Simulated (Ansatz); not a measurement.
# The silver atom (doublet): the correlation ladder, def2-TZVPD

Aim: climb from Hartree-Fock through coupled cluster and multireference methods for the silver atom (doublet) at one geometry and basis, and see what each rung misses.

Method: def2-TZVPD, core rule «outside noble gas», up to 4 orbitals frozen; program: Ansatz 0.2.0, Gaussian basis.

Plan: UHF; CCSD(T) on ROHF; CCSD(T) on UHF; CISD; CCSDT(Q) on ROHF; CCSDT(Q) on UHF; CASSCF and MRCISD+Q, 11 electrons in 6 orbitals; CASSCF and MRCISD+Q(relaxed), 11 electrons in 6 orbitals; CASSCF and NEVPT4(SD), 11 electrons in 6 orbitals; CASSCF and NEVPT2, 11 electrons in 6 orbitals.

## 1. The atom

A free atom, in its lowest state of this spin that the program finds. No spin-orbit coupling is included. Elements past krypton take def2 core potentials.

1 atom, charge 0, spin multiplicity 2.

## 2. UHF

Input file in.yaml:

```yaml
crystal:
  periodic: [false, false, false]
  atoms:
    - {symbol: Ag, position_ang: [0.000000, 0.000000, 0.000000]}
basis:
  gaussian: {orbitals: def2-TZVPD}
magnetization: {spin_polarized: true, initial_magnetization: 1}
hamiltonian: {xc: hf}
output: {orbitals: {seedname: orbitals}}
```

Command:

```console
ansatz run in.yaml --threads 1 --pin off --events-out ev --progress --plain --max-ram 2393MiB
```

The runs that follow: CCSD(T) on ROHF; CCSD(T) on UHF; CISD; CCSDT(Q) on ROHF; CCSDT(Q) on UHF; CASSCF and MRCISD+Q, 11 electrons in 6 orbitals; CASSCF and MRCISD+Q(relaxed), 11 electrons in 6 orbitals; CASSCF and NEVPT4(SD), 11 electrons in 6 orbitals; CASSCF and NEVPT2, 11 electrons in 6 orbitals.

**Question.** What will the summary of the whole plan be? Wanted: UCCSDT(Q) below the RHF energy; RMP2 from UCCSDT(Q); UMP2 from UCCSDT(Q); RCCSD from UCCSDT(Q); RCCSD(T) from UCCSDT(Q); UCCSD(T) from UCCSDT(Q); RCCSDT(Q) from UCCSDT(Q); NEVPT2 valence from UCCSDT(Q); NEVPT4(SD) valence from UCCSDT(Q).

As calculated:

| quantity | value |
| --- | --- |
| UCCSDT(Q) below the RHF energy | -7.5533 eV |
| RMP2 from UCCSDT(Q) | -4.64 kcal/mol |
| UMP2 from UCCSDT(Q) | -4.74 kcal/mol |
| RCCSD from UCCSDT(Q) | +3.25 kcal/mol |
| RCCSD(T) from UCCSDT(Q) | +0.17 kcal/mol |
| UCCSD(T) from UCCSDT(Q) | +0.11 kcal/mol |
| RCCSDT(Q) from UCCSDT(Q) | +0.07 kcal/mol |
| NEVPT2 valence from UCCSDT(Q) | +15.43 kcal/mol |
| NEVPT4(SD) valence from UCCSDT(Q) | +3.37 kcal/mol |
| MRCISD+Q valence from UCCSDT(Q) | +2.71 kcal/mol |
| levels within 1 kcal/mol (43 meV) | RCCSD(T), UCCSD(T), RCCSDT, UCCSDT, RCCSDT(Q) |
| T1 diagnostic | 0.014 |
| effectively unpaired electrons | 1.00 |

RCCSD(T) misses by +0.17 kcal/mol, 0.1 % of the correlation energy. One determinant dominates. Of the multireference levels listed MRCISD+Q valence comes nearest in total energy (+2.71 kcal/mol), which doesn't show that its space is the better one. These misses are within one basis, not against nature; the frozen cores of restricted and unrestricted runs differ, which can shift their rows.
